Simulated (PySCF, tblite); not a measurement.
# C5H12FPSi: geometry, infrared bands and NMR shifts

Wanted: the infrared bands and NMR shifts of C5H12FPSi (`C[C@@H]1CCC[Si@@]1(F)P`), by calculation.

Computed with tblite 0.8.0 and PySCF 2.14.0, with density-fitted response routines of our own, on a single molecule in the gas phase. Atoms count from 0, in the outputs and in this text.

### 1 The molecule as given

20 atoms, charge 0, multiplicity 1; geometry from: force field or distance geometry start.

Bonds of the start (Å): C0–C1 1.52, C1–C2 1.56, C2–C3 1.53, C3–C4 1.55, C4–Si5 1.89, Si5–F6 1.60, Si5–P7 2.19, Si5–C1 1.93, C0–H8 1.10, C0–H9 1.11, C0–H10 1.09, C1–H11 1.08, C2–H12 1.10, C2–H13 1.10, C3–H14 1.09, C3–H15 1.08, C4–H16 1.09, C4–H17 1.10, P7–H18 1.41, P7–H19 1.41.

### 2 Optimising the geometry with GFN2-xTB

Job settings and geometry (Å):

```
{"job": {"kind": "relax", "xc": "GFN2-xTB", "basis": "xTB"}, "charge": 0, "multiplicity": 1}
C     -1.735500     1.131100     1.238600
C     -0.881800     0.568800     0.115100
C     -1.208100    -0.924600    -0.172300
C     -0.051700    -1.515100    -0.988800
C      1.260000    -1.206000    -0.226000
Si     1.011100     0.532400     0.476900
F      1.286500     0.528100     2.048700
P      2.112100     2.094100    -0.597100
H     -1.615100     0.574800     2.176900
H     -2.806900     1.091200     0.966200
H     -1.492500     2.178800     1.437700
H     -1.034300     1.147800    -0.787500
H     -1.351800    -1.486100     0.766400
H     -2.152000    -0.996100    -0.738100
H     -0.175900    -2.595000    -1.104000
H     -0.032700    -1.075500    -1.971100
H      1.404200    -1.909300     0.593000
H      2.122100    -1.277700    -0.902900
H      1.924900     1.586300    -1.903100
H      3.412300     1.562600    -0.431800
```

Launch:

```sh
> OMP_NUM_THREADS=1 python probes_run.py task.json out
```

The driver reads the jobs from task.json and runs them one after another.

**Question.** This job is followed by: GFN2-xTB harmonic vibrations, gas phase; GIAO PBE0/pcSseg-1 NMR shielding, non-relativistic, gas phase. Predict these results of the whole session: strongest single infrared mode (GFN2-xTB); zero-point energy (GFN2-xTB); 13C shifts against TMS (PBE0/pcSseg-1); 1H shifts against TMS (PBE0/pcSseg-1, means over atoms taken as alike); 29Si shifts against TMS (PBE0/pcSseg-1); 19F shifts against CFCl3 (PBE0/pcSseg-1); 31P shifts against H3PO4 (PBE0/pcSseg-1).

The runs gave:

| quantity | value |
| --- | --- |
| strongest single infrared mode (GFN2-xTB) | 802 cm⁻¹, 152 km/mol |
| zero-point energy (GFN2-xTB) | 100.3 kcal/mol |
| 13C shifts against TMS (PBE0/pcSseg-1) | 39.9, 29.5, 28.4, 23.5, 15.5 ppm |
| 1H shifts against TMS (PBE0/pcSseg-1, means over atoms taken as alike) | 2.03, 2.03, 1.29, 1.18, 1.10, 1.10, 1.08, 1.06, 0.55 ppm |
| 29Si shifts against TMS (PBE0/pcSseg-1) | 66.2 ppm |
| 19F shifts against CFCl3 (PBE0/pcSseg-1) | -190.7 ppm |
| 31P shifts against H3PO4 (PBE0/pcSseg-1) | -297.6 ppm |

Over 92 steps the energy fell by 0.173 eV; of the close pairs, Si5–P7 changed most, 2.192 to 2.242 Å. No mode is imaginary among the 54: a minimum at this level. The strongest single mode, at 802 cm⁻¹, has its largest shares on Si5, F6, C4 and H17 (the list is cut at 4 atoms). GFN2-xTB is a fitted tight-binding method: band positions and strengths are rough. Its intensities can rank the bands wrongly. At PBE0/pcSseg-1: Shielding is most anisotropic at P7 (span 131 ppm, paramagnetic term -352 ppm).
